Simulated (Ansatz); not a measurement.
# C₃H₇AlO₂: a ladder of functionals and wavefunction methods

An exercise on one series of results from a longer session: the logs are not shown, and one member is left open.

Method: functionals in def2-TZVPP, the program's frozen cores in correlated methods; program: Ansatz 0.2.0, Gaussian basis.

Plan: PBE-D4, r2SCAN-D4, PBE0-D4, B3LYP-D4, ωB97X-V, ωB97M-V, B2PLYP; CCSD(T)/def2-TZVPP; MP2/def2-QZVPP; extrapolation to the limit.

## Structure used throughout

An earlier PBE0-D4 in a triple-zeta def2 set relaxation fixed the geometry.

13 atoms, charge 0, spin multiplicity 1.

Atoms are counted from 1 here; the program's logs count them from 0.

Bond lengths: C1–C2 1.528 Å, C1–H7 1.093 Å, C1–H8 1.094 Å, C1–H9 1.094 Å, C2–Al3 1.953 Å, C2–H10 1.098 Å, C2–H11 1.098 Å, Al3–C4 1.955 Å, Al3–O5 1.942 Å, Al3–H12 1.582 Å, C4–O5 1.262 Å, C4–O6 1.304 Å, O6–H13 0.976 Å. Angles: C2–C1–H7 111.6°, C2–C1–H8 112.2°, C2–C1–H9 111.6°, H7–C1–H8 107.2°, H7–C1–H9 106.8°, H8–C1–H9 107.1°, C1–C2–Al3 115.4°, C1–C2–H10 110.2°, C1–C2–H11 110.2°, Al3–C2–H10 108.0°, Al3–C2–H11 107.9°, H10–C2–H11 104.6°, C2–Al3–C4 117.4°, C2–Al3–O5 114.0°, C2–Al3–H12 125.8°, C4–Al3–O5 37.8°, C4–Al3–H12 116.2°, O5–Al3–H12 112.9° and more.

The first run:

Input file in.yaml:

```yaml
crystal:
  periodic: [false, false, false]
  atoms:
    - {symbol: C, position_ang: [0.574339, -1.357088, 0.943036]}
    - {symbol: C, position_ang: [1.385855, -0.531309, -0.054536]}
    - {symbol: Al, position_ang: [0.395484, 0.876705, -0.977436]}
    - {symbol: C, position_ang: [-1.349131, 1.373356, -0.248983]}
    - {symbol: O, position_ang: [-1.503525, 0.515288, -1.161674]}
    - {symbol: O, position_ang: [-2.391941, 1.841043, 0.378096]}
    - {symbol: H, position_ang: [-0.272431, -1.853039, 0.460627]}
    - {symbol: H, position_ang: [1.175673, -2.136460, 1.420953]}
    - {symbol: H, position_ang: [0.162944, -0.732728, 1.741345]}
    - {symbol: H, position_ang: [2.244929, -0.067888, 0.447746]}
    - {symbol: H, position_ang: [1.830433, -1.185883, -0.815408]}
    - {symbol: H, position_ang: [0.959985, 1.803119, -2.129213]}
    - {symbol: H, position_ang: [-3.192313, 1.420083, 0.010148]}
basis:
  gaussian: {orbitals: def2-TZVPP}
hamiltonian: {xc: pbe, dispersion: d4}
output: {forces: true, orbitals: {seedname: orbitals}}
```

Launch:

```console
ansatz run in.yaml --threads 4 --pin off --events-out ev --progress --plain --max-ram 10444MiB
```

Among the steps run: PBE-D4 (GGA); r2SCAN-D4 (meta-GGA); PBE0-D4 (hybrid); B3LYP-D4 (hybrid); ωB97X-V (range-separated); ωB97M-V (range-separated); B2PLYP (double hybrid); CCSD(T) in def2-TZVPP; MP2 in def2-QZVPP.

One of the session's tables, all rows but one given; the rest of the session is left out.

| method | atomisation energy (kJ/mol) |
| --- | --- |
| PBE-D4 | 5156.1 |
| r2SCAN-D4 | 5060.6 |
| PBE0-D4 | 5042.4 |
| B3LYP-D4 | 5022.5 |
| ωB97X-V | 5048.5 |
| ωB97M-V | 5056.6 |
| B2PLYP | 4980.4 |
| HF/def2-TZVPP | 3612.8 |
| MP2/def2-TZVPP | 5011.7 |
| CCSD/def2-TZVPP | 4824.0 |
| CCSD(T)/def2-TZVPP | 4907.3 |
| MP2/CBS | 5141.0 |
| CCSD(T)/CBS | ? |

**Question.** Estimate the row for CCSD(T)/CBS.

The run gave: atomisation energy (kJ/mol): 5036.6. In the column «atomisation energy (kJ/mol)» it lies between B3LYP-D4 (5022.5) and PBE0-D4 (5042.4).

Among the levels timed on like hardware and quicker than the yardstick, those that no quicker one beats, quickest first: PBE-D4 (2.6 s, +119.6 kJ/mol); PBE0-D4 (3.2 s, +5.8 kJ/mol).

B2PLYP carry no dispersion term (for B3LYP, D4 adds 38.8 kJ/mol).

To keep in mind: Free atoms (3 C, 1 Al, 2 O, 7 H) were run apart at each level; the atomisation energy is their sum less the molecule, without zero-point or spin-orbit terms.
